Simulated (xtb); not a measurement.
# C3H4AlNO (SMILES C=NC#C[O][AlH2]): levels of theory compared

Wanted: a comparison of 3 runs (GFN-FF, GFN0-xTB, GFN1-xTB) of C3H4AlNO. 

The calculation is run with xtb 6.7.1.

4 further runs of the same task are left out: 4 set aside as unsound or not needed.

### 1 The system as given

The species is C3H4AlNO (10 atoms), meant as a singlet with charge 0. SMILES: `C=NC#C[O][AlH2]`. The shape was relaxed beforehand at GFN2-xTB.

Bond lengths: C1–N2 1.262 Å, N2–C3 1.318 Å, C3–C4 1.208 Å, C4–O5 1.292 Å, O5–Al6 1.657 Å, C1–H7 1.080 Å, C1–H8 1.091 Å, Al6–H9 1.531 Å, Al6–H10 1.530 Å. Angles: C1–N2–C3 125.4°, N2–C3–C4 167.0°, C3–C4–O5 175.1°, C4–O5–Al6 179.4°, N2–C1–H7 117.3°, N2–C1–H8 125.3°, O5–Al6–H9 118.4°, O5–Al6–H10 118.9°, H7–C1–H8 117.4°, H9–Al6–H10 122.7°.

### 2 Energy and forces at GFN-FF (run 1)

Contents of start.xyz:

```xyz
10

C     -0.048380    -3.093470    -0.388150
N     -0.092890    -1.998570    -1.014890
C     -0.043680    -0.801500    -0.466030
C     -0.012360     0.381500    -0.221380
O      0.026040     1.619060     0.146440
Al     0.086180     3.210440     0.603930
H     -0.097350    -4.000490    -0.972230
H      0.035560    -3.197740     0.695040
H      0.137080     3.537590     2.099050
H      0.092710     4.291900    -0.478990
```

Started as:

```sh
$ xtb start.xyz --gff --grad -u 0 > run.log
```

Output:

```text
* xtb version 6.7.1
[...]
         ::                     SUMMARY                     ::
         :::::::::::::::::::::::::::::::::::::::::::::::::::::
         :: total energy              -1.742600359784 Eh    ::
         :: gradient norm              0.067888198691 Eh/a0 ::
         ::.................................................::
         :: bond energy               -1.783139916071 Eh    ::
         :: angle energy               0.004109930956 Eh    ::
         :: torsion energy             0.000000409859 Eh    ::
         :: repulsion energy           0.102642843741 Eh    ::
         :: electrostat energy        -0.065006243018 Eh    ::
         :: dispersion energy         -0.003728354812 Eh    ::
         :: HB energy                 -0.000000000214 Eh    ::
         :: XB energy                  0.000000000000 Eh    ::
         :: bonded atm energy          0.002520969774 Eh    ::
         :: external energy            0.000000000000 Eh    ::
         :: add. restraining           0.000000000000 Eh    ::
         :: total charge               0.000000000000 e     ::
[...]
molecular dipole:
                 x           y           z       tot (Debye)
 q only:        0.055       0.432       0.550       1.782
           -------------------------------------------------
          | TOTAL ENERGY               -1.742600359784 Eh   |
          | GRADIENT NORM               0.067888198691 Eh/α |
           -------------------------------------------------
########################################################################
[WARNING] Runtime exception occurred
-1- gfnff_setup: Could not read topology file.
########################################################################
[...]
```

Standard error:

```text
normal termination of xtb
```

Wall time 0.026 s (1 thread of Intel Xeon 6975P-C (Granite Rapids), shared host).

### 3 Energy and gradient at GFN0-xTB (run 2)

Contents of detailed.inp:

```
$chrg 0
$spin 0
$end
```

Contents of coord:

```
$coord angs
    -0.0483800    -3.0934700    -0.3881500  C
    -0.0928900    -1.9985700    -1.0148900  N
    -0.0436800    -0.8015000    -0.4660300  C
    -0.0123600     0.3815000    -0.2213800  C
     0.0260400     1.6190600     0.1464400  O
     0.0861800     3.2104400     0.6039300  Al
    -0.0973500    -4.0004900    -0.9722300  H
     0.0355600    -3.1977400     0.6950400  H
     0.1370800     3.5375900     2.0990500  H
     0.0927100     4.2919000    -0.4789900  H
$end
```

Started as:

```sh
$ xtb coord --gfn 0 -I detailed.inp --grad | tee coord.out
```

Output:

```text
* xtb version 6.7.1
[...]
          :  # basis functions                  38          :
[...]
          :  # electrons                        30          :
[...]
 Zeroth order Hamiltonian       ...        0 min,  0.000 sec ( 12.838%)
[...]
         ::                     SUMMARY                     ::
         :::::::::::::::::::::::::::::::::::::::::::::::::::::
         :: total energy             -16.076298814741 Eh    ::
         :: gradient norm              0.055145828495 Eh/a0 ::
         :: HOMO-LUMO gap              2.576308897076 eV    ::
         ::.................................................::
         :: H0 energy                -16.203830247663 Eh    ::
         :: repulsion energy           0.253322452368 Eh    ::
         :: electrostat energy        -0.087447571859 Eh    ::
         :: -> Gsolv                   0.000000000000 Eh    ::
         ::    -> Gsasa                0.000000000000 Eh    ::
         ::    -> Gshift               0.000000000000 Eh    ::
         :: dispersion energy         -0.002361485807 Eh    ::
         :: short-range corr.         -0.035981961781 Eh    ::
         :: add. restraining           0.000000000000 Eh    ::
         :: total charge              -0.000000000000 e     ::
         :::::::::::::::::::::::::::::::::::::::::::::::::::::
[...]
        15        2.0000           -0.3842308             -10.4555 (HOMO)
        16                         -0.2895532              -7.8791 (LUMO)
[...]
     #   Z          covCN         q      C6AA      α(0)
     1   6 C        2.819     0.163    25.841     8.303
     2   7 N        1.822    -0.640    38.939     9.280
     3   6 C        1.950     0.268    25.379     8.126
     4   6 C        1.863     0.096    29.227     8.722
     5   8 O        1.590    -0.396    20.658     6.146
     6  13 Al       2.530     0.345   140.005    23.182
     7   1 H        0.926     0.107     1.726     2.054
     8   1 H        0.924     0.075     2.031     2.229
     9   1 H        0.884    -0.010     3.250     2.822
    10   1 H        0.884    -0.007     3.199     2.800
[...]
          | TOTAL ENERGY              -16.076298814741 Eh   |
          | GRADIENT NORM               0.055145828495 Eh/α |
          | HOMO-LUMO GAP               2.576308897076 eV   |
           -------------------------------------------------
[...]
```

Standard error:

```text
normal termination of xtb
```

Wall time 0.029 s (1 thread of Intel Xeon 6975P-C (Granite Rapids), shared host).

### 4 Energy and gradient at GFN1-xTB (run 3)

Contents of .CHRG:

```
0
```

Contents of .UHF:

```
0
```

Contents of struc.xyz:

```xyz
10
C3H4AlNO
C     -0.04838    -3.09347    -0.38815
N     -0.09289    -1.99857    -1.01489
C     -0.04368    -0.80150    -0.46603
C     -0.01236     0.38150    -0.22138
O      0.02604     1.61906     0.14644
Al     0.08618     3.21044     0.60393
H     -0.09735    -4.00049    -0.97223
H      0.03556    -3.19774     0.69504
H      0.13708     3.53759     2.09905
H      0.09271     4.29190    -0.47899
```

Started as:

```sh
$ xtb struc.xyz --grad --gfn 1 --json > run.log
```

Output:

```text
* xtb version 6.7.1
[...]
          :  # basis functions                  38          :
[...]
          :  # electrons                        30          :
[...]
          :  Hamiltonian                  GFN1-xTB          :
[...]
          :  net charge                          0          :
          :  unpaired electrons                  0          :
[...]
   *** convergence criteria satisfied after 11 iterations ***
[...]
         ::                     SUMMARY                     ::
         :::::::::::::::::::::::::::::::::::::::::::::::::::::
         :: total energy             -17.616658312175 Eh    ::
         :: gradient norm              0.049153422611 Eh/a0 ::
         :: HOMO-LUMO gap              2.876532797876 eV    ::
         ::.................................................::
         :: SCC energy               -17.867411964621 Eh    ::
         :: -> electrostatic           0.043156660579 Eh    ::
         :: repulsion energy           0.253596767202 Eh    ::
         :: dispersion energy         -0.002843114757 Eh    ::
         :: halogen bond corr.         0.000000000000 Eh    ::
         :: add. restraining           0.000000000000 Eh    ::
         :: total charge               0.000000000000 e     ::
         :::::::::::::::::::::::::::::::::::::::::::::::::::::
[...]
        15        2.0000           -0.3742678             -10.1843 (HOMO)
        16                         -0.2685571              -7.3078 (LUMO)
[...]
     #   Z sym  total        # sym  WBO       # sym  WBO       # sym  WBO
 ---------------------------------------------------------------------------
     1   6 C    3.962 --     2 N    1.815     7 H    0.980     8 H    0.967
                             4 C    0.148
     2   7 N    3.148 --     1 C    1.815     3 C    1.197
     3   6 C    3.938 --     4 C    2.507     2 N    1.197     5 O    0.149
     4   6 C    3.896 --     3 C    2.507     5 O    1.100     1 C    0.148
     5   8 O    2.371 --     4 C    1.100     6 Al   1.065     3 C    0.149
     6  13 Al   2.916 --     5 O    1.065    10 H    0.892     9 H    0.891
     7   1 H    1.025 --     1 C    0.980
     8   1 H    1.004 --     1 C    0.967
     9   1 H    0.993 --     6 Al   0.891
    10   1 H    0.993 --     6 Al   0.892
 ---------------------------------------------------------------------------
[...]
          | TOTAL ENERGY              -17.616658312175 Eh   |
          | GRADIENT NORM               0.049153422611 Eh/α |
          | HOMO-LUMO GAP               2.876532797876 eV   |
           -------------------------------------------------
[...]
```

Standard error:

```text
normal termination of xtb
```

It took 0.03 s on 1 thread of Intel Xeon 6975P-C (Granite Rapids), shared host.

### 5 The series

```csv
run,level,energy (Eh),dipole moment (D),dispersion energy (kJ/mol),largest force (eV/Å),wall time
1,GFN-FF,-1.742600,1.78,-9.79,1.816,0.026 s
2,GFN0-xTB,-16.076299,3.39,-6.20,2.142,0.029 s
3,GFN1-xTB,-17.616658,2.33,-7.46,1.532,0.03 s
```

### 6 Outcome

```
                       quantity         value
            run 3: total energy  -17.61666 Eh
           run 3: dipole moment        2.33 D
             run 3: HOMO energy     -10.18 eV
             run 3: LUMO energy      -7.31 eV
           run 3: HOMO–LUMO gap       2.88 eV
       run 3: dispersion energy  -7.46 kJ/mol
run 3: largest force on an atom    1.532 eV/Å
```

The dipole moment (its size) runs from 1.78 D (GFN-FF) to 3.39 D (GFN0-xTB). Force-field and semi-empirical energies have zeros of their own, so their totals don't compare. All runs together took 0.085 s, the longest 0.03 s.
